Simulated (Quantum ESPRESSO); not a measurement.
Input of a Quantum ESPRESSO 7.5 run:

pw.in

```
&CONTROL
  calculation = 'vc-relax'
  prefix = 'pwscf'
  outdir = './tmp'
  pseudo_dir = './pseudo'
  tprnfor = .true.
  tstress = .true.
  disk_io = 'low'
  nstep = 40
  forc_conv_thr = 0.0004
  etot_conv_thr = 1d-05
/
&SYSTEM
  ibrav = 0
  nat = 2
  ntyp = 2
  ecutwfc = 56
  ecutrho = 448
  nbnd = 25
  input_dft = 'wc'
  occupations = 'smearing'
  smearing = 'gaussian'
  degauss = 0.00367493
/
&ELECTRONS
  conv_thr = 4d-10
  electron_maxstep = 120
  mixing_beta = 0.5
/
&IONS
  ion_dynamics = 'bfgs'
/
&CELL
  cell_dynamics = 'bfgs'
  press = 0
  press_conv_thr = 0.3
/
ATOMIC_SPECIES
Ga    69.7230 ga_pbe_v1.4.uspp.F.UPF
Sb   121.7600 sb_pbe_v1.4.uspp.F.UPF
CELL_PARAMETERS angstrom
   0.0000000000    3.0480000000    3.0480000000
   3.0480000000    0.0000000000    3.0480000000
   3.0480000000    3.0480000000    0.0000000000
ATOMIC_POSITIONS crystal
Ga     0.0000000000    0.0000000000    0.0000000000
Sb     0.2500000000    0.2500000000    0.2500000000
K_POINTS automatic
10 10 10 0 0 0
```

Potentials or basis: GBRV 1.5 PBE.

The run is started by

```sh
$ OMP_NUM_THREADS=1 pw.x -in pw.in > pw.out
```

What does it give for the band gap on the k mesh?

None (metal or under the smearing width).

Predict the relaxed volume.

28.55 Å³/atom.

Final structure:
```
CELL_PARAMETERS angstrom
0.00000 3.05640 3.05640
3.05640 0.00000 3.05640
3.05640 3.05640 0.00000
ATOMIC_POSITIONS crystal
Ga 0.00000 0.00000 0.00000
Sb 0.25000 0.25000 0.25000
```

Caveat: the potentials were made for another functional, which shifts forces and pressure; this crystal is a semiconductor, whose small gap the functional closes, so the metal is an error of the method. The run has no spin-orbit coupling, so splittings on Sb are missing.
